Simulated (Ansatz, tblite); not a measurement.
# (MgSe)5 ring (Mg5Se5): a ladder of methods and basis sets

An exercise on one series of results from a longer session: the logs are not shown, and one member is left open.

Method: as each input shows; program: Ansatz 0.2.0, Gaussian basis.

Plan: GFN1-xTB, GFN2-xTB, PBE-D4/def2-TZVP, r2SCAN-D4/def2-TZVP, HF/def2-TZVP, r2SCANh-D4/def2-TZVP, PBE-D4/def2-SVP, PBE0-D4/def2-SVP, HF/STO-3G, HF/6-31G, B3LYP-D4/6-31G, MP2/def2-SVP.

4 further runs of the same task are left out: 2 that didn't finish, 2 set aside as unsound or not needed. Runs told in other sessions of the task aren't counted.

## The geometry

The geometry is that of the singlet, from an earlier relaxation (PBE-D4/def2-SVP).

10 atoms, charge 0, spin multiplicity 1.

Bond lengths: Mg1–Se2 2.421 Å, Mg1–Se10 2.421 Å, Se2–Mg3 2.421 Å, Mg3–Se4 2.421 Å, Se4–Mg5 2.421 Å, Mg5–Se6 2.421 Å, Se6–Mg7 2.421 Å, Mg7–Se8 2.421 Å, Se8–Mg9 2.421 Å, Mg9–Se10 2.421 Å. Angles: Se2–Mg1–Se10 173.4°, Mg1–Se2–Mg3 101.3°, Se2–Mg3–Se4 173.4°, Mg3–Se4–Mg5 101.2°, Se4–Mg5–Se6 173.3°, Mg5–Se6–Mg7 101.4°, Se6–Mg7–Se8 173.3°, Mg7–Se8–Mg9 101.3°, Se8–Mg9–Se10 173.4°, Mg1–Se10–Mg9 101.2°.

Geometry (Å):

```xyz
10
charge 0, multiplicity 1
Mg    1.4367    1.4861   -2.4206
Se    1.6437    3.5679   -1.2023
Mg    0.5061    3.0229    0.8640
Se   -0.5805    2.7421    3.0089
Mg   -1.1675    0.3947    2.9363
Se   -1.8679   -1.9154    3.1188
Mg   -1.1626   -2.7978    0.9775
Se   -0.5506   -3.9301   -1.0729
Mg    0.3876   -2.1057   -2.3580
Se    1.3549   -0.4647   -3.8519
```

PBE0-D4/def2-TZVP was run before; its log isn't repeated, and its numbers join the tables.

The first run:

Tight binding, by tblite at 300 K electronic temperature and without a spin-polarisation term:

```python
tblite.interface.Calculator('GFN1-xTB', numbers, positions, charge=0, uhf=0).singlepoint()
```

Tight binding, by tblite at 300 K electronic temperature and without a spin-polarisation term:

```python
tblite.interface.Calculator('GFN2-xTB', numbers, positions, charge=0, uhf=0).singlepoint()
```

start.molden holds the orbitals of an earlier run on this state, given as this run's starting guess.

The input, in.yaml:

```yaml
crystal:
  periodic: [false, false, false]
  atoms:
    - {symbol: Mg, position_ang: [1.436700, 1.486060, -2.420578]}
    - {symbol: Se, position_ang: [1.643671, 3.567870, -1.202283]}
    - {symbol: Mg, position_ang: [0.506135, 3.022931, 0.863996]}
    - {symbol: Se, position_ang: [-0.580465, 2.742138, 3.008943]}
    - {symbol: Mg, position_ang: [-1.167502, 0.394730, 2.936313]}
    - {symbol: Se, position_ang: [-1.867868, -1.915388, 3.118794]}
    - {symbol: Mg, position_ang: [-1.162621, -2.797844, 0.977537]}
    - {symbol: Se, position_ang: [-0.550589, -3.930090, -1.072894]}
    - {symbol: Mg, position_ang: [0.387632, -2.105679, -2.357960]}
    - {symbol: Se, position_ang: [1.354906, -0.464718, -3.851859]}
basis:
  gaussian: {orbitals: def2-TZVP, initial_orbitals: start.molden}
hamiltonian: {xc: pbe, dispersion: d4}
scf: {omitted_lower_state_checks: [starts]}
output: {orbitals: {seedname: orbitals}}
```

On the command line:

```
$ ansatz run in.yaml --threads 4 --pin off --events-out ev --progress --plain --max-ram 6963MiB
```

Among the steps run: PBE-D4/def2-TZVP; r2SCAN-D4/def2-TZVP; HF/def2-TZVP; r2SCANh-D4/def2-TZVP; PBE-D4/def2-SVP; PBE0-D4/def2-SVP; HF/STO-3G; HF/6-31G; B3LYP-D4/6-31G; MP2/def2-SVP.

One of the session's tables, all rows but one given; the rest of the session is left out.

It belongs to the step «Binding energy». 

| level | binding an atom (eV) |
| --- | --- |
| HF/STO-3G | 3.557 |
| HF/6-31G | 1.490 |
| HF/def2-SVP | 1.823 |
| HF/def2-TZVP | 1.806 |
| PBE-D4/def2-SVP | 2.594 |
| PBE-D4/def2-TZVP | 2.561 |
| r2SCAN-D4/def2-TZVP | 2.674 |
| r2SCANh-D4/def2-TZVP | ? |
| B3LYP-D4/6-31G | 2.184 |
| PBE0-D4/def2-SVP | 2.566 |
| PBE0-D4/def2-TZVP | 2.546 |
| MP2/def2-SVP | 2.509 |

Estimate the missing values for r2SCANh-D4/def2-TZVP.

As computed: binding an atom (eV): 2.648. In the column «binding an atom (eV)» it lies between PBE-D4/def2-SVP (2.594) and r2SCAN-D4/def2-TZVP (2.674).

Caveats from the session: Free atoms were run apart at each level; binding is atoms less cluster, divided by the number of atoms, without zero-point or spin-orbit terms.
